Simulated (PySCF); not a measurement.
**The bond of KO, level by level**

An exercise on one series of results from a longer session: the logs are not shown, and one member is left open.

Computed with PySCF 2.14.0. Level: K def2-TZVPP, O def2-TZVPP, no relativity.

The first run:

The job is set up so:

```json
{"atoms": "K, O", "charge": "0", "basis": "K def2-TZVPP, O def2-TZVPP", "Hamiltonian": "no relativity", "basis functions": "64", "electrons treated": "27", "masses in u": "38.9637, 15.9949", "levels": "PBE0, PBE, r²SCAN, r²SCAN0, MN15, TPSS, BHandHLYP, HSE06, HF, MP2, SCS-MP2, CCSD, CCSD(T)", "grid": "80 radial by 434 angular points", "occupations": "held fixed by the projection of orbital angular momentum", "dissociation limit": "K + O, each in its ground configuration", "starting distance in angstrom": "2.545", "values of 2S to try": "1, 3"}
```

Launch:

```sh
$ OMP_NUM_THREADS=1 python dia.py task.json out
```

Among the steps run: Set-up; PBE0 along the bond; Other states along the same grid; PBE (GGA); r²SCAN (meta-GGA); r²SCAN0; MN15 (hybrid meta-GGA); TPSS (meta-GGA); BHandHLYP; HSE06 (range-separated hybrid); UHF; Correlated methods on the Hartree–Fock reference.

One of the session's tables, all rows but one given; the rest of the session is left out.

It belongs to the step «The curves together». Energy (eV) from each level's lowest point:

| R (Å) | UHF | UHF-MP2 | UHF-SCS-MP2 | UHF-CCSD | UHF-CCSD(T) |
| --- | --- | --- | --- | --- | --- |
| 1.885 | 0.756 | 0.638 | 0.674 | n/a | n/a |
| 1.973 | 0.374 | 0.305 | 0.327 | 0.316 | 0.312 |
| 2.061 | ? | ? | ? | ? | ? |
| 2.126 | 0.052 | 0.032 | 0.039 | 0.035 | 0.034 |
| 2.192 | 0.007 | 0.000 | 0.001 | 0.000 | 0.000 |
| 2.258 | 0.000 | 0.003 | 0.000 | 0.001 | 0.002 |
| 2.345 | 0.036 | 0.049 | 0.041 | 0.046 | 0.047 |
| 2.455 | 0.130 | 0.153 | 0.141 | 0.149 | 0.150 |
| 2.587 | 0.289 | 0.320 | 0.304 | 0.315 | 0.317 |
| 2.762 | 0.537 | 0.579 | 0.560 | n/a | n/a |

**Question.** Estimate the row for R (Å) = 2.061.

Worked estimate for «UHF». A straight line through the neighbours (1.973, 0.374) and (2.126, 0.052) gives 0.374 + (0.052 − 0.374) × (2.061 − 1.973) / (2.126 − 1.973) = 0.189; a parabola fitted to 4 rows on both sides gives 0.140.

As computed: UHF: 0.147; UHF-MP2: 0.110; UHF-SCS-MP2: 0.122; UHF-CCSD: 0.115; UHF-CCSD(T): 0.113. In «UHF» the line misses by +0.042 and the parabola by -0.007.
